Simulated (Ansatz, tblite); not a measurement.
# (Cl2Al-mu-PH2)3 (Al₃Cl₆H₆P₃): one state, many levels

How do method and basis change the picture of (Cl2Al-mu-PH2)3 (Al₃Cl₆H₆P₃) (singlet)?

Method: as each input shows; program: Ansatz 0.2.0, Gaussian basis.

The runs, in order: GFN1-xTB, GFN2-xTB, PBE-D4/def2-TZVP, r2SCAN-D4/def2-TZVP, PBE-D4/def2-SVP, PBE0-D4/def2-SVP, HF/STO-3G, HF/6-31G, B3LYP-D4/6-31G, MP2/def2-SVP, RPA/def2-SVP.

5 further runs of the same task are left out: 3 that didn't finish, 2 set aside as unsound or not needed. Runs told in other sessions of the task aren't counted.

## Step 1: The geometry

The singlet was relaxed beforehand with PBE-D4/def2-SVP.

18 atoms, charge 0, spin multiplicity 1.

Bond lengths: Al1–Cl2 2.140 Å, Al1–Cl3 2.120 Å, Al1–P4 2.411 Å, Al1–P12 2.412 Å, P4–Al5 2.411 Å, P4–H13 1.428 Å, P4–H14 1.427 Å, Al5–Cl6 2.120 Å, Al5–Cl7 2.138 Å, Al5–P8 2.412 Å, P8–Al9 2.419 Å, P8–H15 1.429 Å, P8–H16 1.426 Å, Al9–Cl10 2.122 Å, Al9–Cl11 2.122 Å, Al9–P12 2.421 Å, P12–H17 1.426 Å, P12–H18 1.429 Å. Angles: Cl2–Al1–Cl3 120.8°, Cl2–Al1–P4 101.3°, Cl2–Al1–P12 104.0°, Cl3–Al1–P4 113.4°, Cl3–Al1–P12 112.9°, P4–Al1–P12 102.3°, Al1–P4–Al5 114.6°, Al1–P4–H13 107.4°, Al1–P4–H14 113.0°, Al5–P4–H13 112.8°, Al5–P4–H14 107.6°, H13–P4–H14 100.7°, P4–Al5–Cl6 113.1°, P4–Al5–Cl7 101.6°, P4–Al5–P8 102.4°, Cl6–Al5–Cl7 120.8°, Cl6–Al5–P8 112.7°, Cl7–Al5–P8 104.1° and more.

PBE0-D4/def2-TZVP was run before; its log isn't repeated, and its numbers join the tables.

## Step 2: GFN1-xTB

Tight binding, by tblite at 300 K electronic temperature and without a spin-polarisation term:

```python
tblite.interface.Calculator('GFN1-xTB', numbers, positions, charge=0, uhf=0).singlepoint()
```

Energy -1119.9725 eV, HOMO -11.83 eV, LUMO -7.92 eV; 0.041 s.

## Step 3: GFN2-xTB

Tight binding, by tblite at 300 K electronic temperature and without a spin-polarisation term:

```python
tblite.interface.Calculator('GFN2-xTB', numbers, positions, charge=0, uhf=0).singlepoint()
```

Energy -1132.5844 eV, HOMO -10.93 eV, LUMO -7.10 eV; 0.047 s.

## Step 4: PBE-D4/def2-TZVP

start.molden holds the orbitals of an earlier run on this state, given as this run's starting guess.

in.yaml

```yaml
crystal:
  periodic: [false, false, false]
  atoms:
    - {symbol: Al, position_ang: [-1.936998, 1.124450, -0.430377]}
    - {symbol: Cl, position_ang: [-1.010177, 1.508189, -2.321196]}
    - {symbol: Cl, position_ang: [-3.918903, 1.770485, -0.042845]}
    - {symbol: P, position_ang: [-0.312559, 2.052766, 1.090286]}
    - {symbol: Al, position_ang: [1.661037, 0.701889, 1.397984]}
    - {symbol: Cl, position_ang: [3.372347, 1.835633, 1.927175]}
    - {symbol: Cl, position_ang: [0.929330, -0.840943, 2.685111]}
    - {symbol: P, position_ang: [1.888099, -0.378841, -0.745888]}
    - {symbol: Al, position_ang: [0.326161, -2.179081, -1.160847]}
    - {symbol: Cl, position_ang: [1.066729, -3.853829, -0.087848]}
    - {symbol: Cl, position_ang: [-0.139160, -2.358307, -3.223122]}
    - {symbol: P, position_ang: [-1.645295, -1.247853, -0.109306]}
    - {symbol: H, position_ang: [-0.013880, 3.374347, 0.640172]}
    - {symbol: H, position_ang: [-0.851676, 2.329102, 2.382578]}
    - {symbol: H, position_ang: [3.214460, -0.906763, -0.801857]}
    - {symbol: H, position_ang: [1.926428, 0.566784, -1.812750]}
    - {symbol: H, position_ang: [-1.755459, -1.609456, 1.265887]}
    - {symbol: H, position_ang: [-2.800474, -1.888571, -0.653128]}
basis:
  gaussian: {orbitals: def2-TZVP, initial_orbitals: start.molden}
hamiltonian: {xc: pbe, dispersion: d4}
scf: {omitted_lower_state_checks: [starts]}
output: {orbitals: {seedname: orbitals}}
```

Started as:

```bash
$ ansatz run in.yaml --threads 4 --pin off --events-out ev --progress --plain --max-ram 6963MiB
```

Further steps of the session: r2SCAN-D4/def2-TZVP; PBE-D4/def2-SVP; PBE0-D4/def2-SVP; HF/STO-3G; HF/6-31G; B3LYP-D4/6-31G; MP2/def2-SVP; RPA/def2-SVP.

**Question.** What will the summary of the whole plan be? Wanted: gap in def2-TZVP, named functionals, smallest and largest; correlation energy, MP2/def2-SVP; binding an atom, functionals in def2-TZVP; PBE0 total energy, smallest basis above largest.

**Answer**, as computed:

| quantity | value |
| --- | --- |
| gap in def2-TZVP, named functionals, smallest and largest | 4.58 eV (PBE-D4), 6.53 eV (PBE0-D4) |
| correlation energy, MP2/def2-SVP | -36.36 eV |
| binding an atom, functionals in def2-TZVP | 3.23 (PBE0-D4) to 3.26 eV (r2SCAN-D4) |
| PBE0 total energy, smallest basis above largest | 42.05 eV (def2-SVP, def2-TZVP) |

In words: Orbital gaps of the named functionals in def2-TZVP span 4.58 eV (PBE-D4) to 6.53 eV (PBE0-D4); exact exchange widens it.
